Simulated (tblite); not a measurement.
# H40Hf6O32: the cost of one run

Computed with tblite 0.8.0 and PySCF 2.14.0 and routines of our own; the level stands in each step. Atoms count from 0.

### Step 1. The starting structure

78 atoms, charge 0, multiplicity 1; geometry from: force field, distance geometry or constructed start.

### Step 2. Geometry optimisation with GFN2-xTB

What the job is given:

```
{"job": {"kind": "relax", "xc": "GFN2-xTB", "basis": "xTB"}, "charge": 0, "multiplicity": 1}
Hf     1.336100     2.496300    -1.334300
Hf    -1.212000    -0.039300    -1.339600
Hf     1.336400    -2.584200    -1.331700
Hf    -1.209500     2.502500     1.201100
Hf     1.330200    -0.043100     1.210700
Hf    -1.212100    -2.582400     1.204700
O      0.061300     3.769800    -0.066000
O      0.064600     3.770800    -2.601200
O      2.603900     3.766000    -2.603100
O      2.598400     3.767300    -0.061100
O      0.059100     1.226900    -0.064800
O      2.598700     1.226100    -0.062700
O      0.057800     1.228800    -2.597700
O      2.603400     1.227500    -2.605400
O     -2.481000     1.233200    -0.062500
O     -2.480700     1.228700    -2.596400
O     -2.478400    -1.310000    -2.601800
O     -2.479900    -1.315300    -0.063700
O      0.060600    -1.310100    -0.060200
O      0.064000    -1.311000    -2.600000
O      0.058900    -3.848100    -0.061200
O      2.600300    -3.850400    -0.062900
O      0.064600    -3.847300    -2.596100
O      2.597000    -3.856200    -2.604200
O      2.601700    -1.309300    -2.601800
O      2.595100    -1.312800    -0.060200
O     -2.478100     3.770400    -0.063400
O     -2.479400     3.768700     2.478500
O     -2.478200     1.228500     2.475300
O      0.062300     3.768500     2.480700
O      0.064800     1.228700     2.476200
O      0.059300    -1.310600     2.477500
O      2.600200     1.228200     2.475400
O      2.603300    -1.313200     2.481000
O     -2.477600    -3.850100    -0.066000
O     -2.478300    -3.849700     2.474400
O     -2.479600    -1.311800     2.473200
O      0.062100    -3.849400     2.474700
H     -3.366500    -4.161500     2.199800
H     -2.206200    -4.154200     3.367300
H      3.489900    -1.008500    -2.321500
H      2.329700    -1.011800    -3.487800
H     -2.196500    -1.005200     3.362500
H     -3.365000    -1.006700     2.198100
H     -2.205100     4.658600    -0.366000
H     -3.369500     3.492300    -0.371800
H     -3.365200     3.490800     2.782400
H     -2.201700     4.659500     2.785300
H      3.491600    -1.617200     2.200100
H      2.325700    -1.616900     3.368100
H     -0.245400    -3.581800    -3.488400
H     -0.237900    -4.739400    -2.325600
H     -2.201800     0.922000     3.366200
H     -3.371000     0.920800     2.196900
H      0.367600     3.489800     3.367600
H      0.366400     4.659900     2.200500
H      3.496600     4.068100    -2.327200
H      2.326500     4.081400    -3.492200
H     -3.457700    -1.281700    -2.567700
H      2.906000     1.507500    -3.492500
H      0.363100    -4.739800     2.201400
H      2.910800    -4.741000    -0.342000
H      2.571900    -3.820300    -3.580900
H     -2.448100    -4.827400    -0.030600
H     -0.238800     3.494000    -3.489500
H      3.485100     3.492500     0.244300
H      3.582600     1.200200     2.445200
H     -2.445400     1.195400    -3.575800
H      0.057200    -1.317200    -3.587700
H     -3.461500     1.224700    -0.056800
H     -3.459800    -1.315900    -0.059400
H      0.059400    -4.835600    -0.060100
H      0.063100     4.746800    -0.058500
H      0.061600     1.233000    -3.581200
H      0.065900    -1.311600     3.453600
H      3.588500     1.226500    -0.063300
H      3.579100    -1.312500    -0.062000
H      0.061800     1.230100     3.462700
```

Launch:

```sh
> OMP_NUM_THREADS=8 python large_run.py task.json out
```

The driver reads the jobs from task.json and runs them one after another.

Q: Estimate the wall time and peak memory of this first job on 8 threads of Intel Xeon Platinum 8488C, shared host.

About 68 s, with a peak of 0.14 GiB.
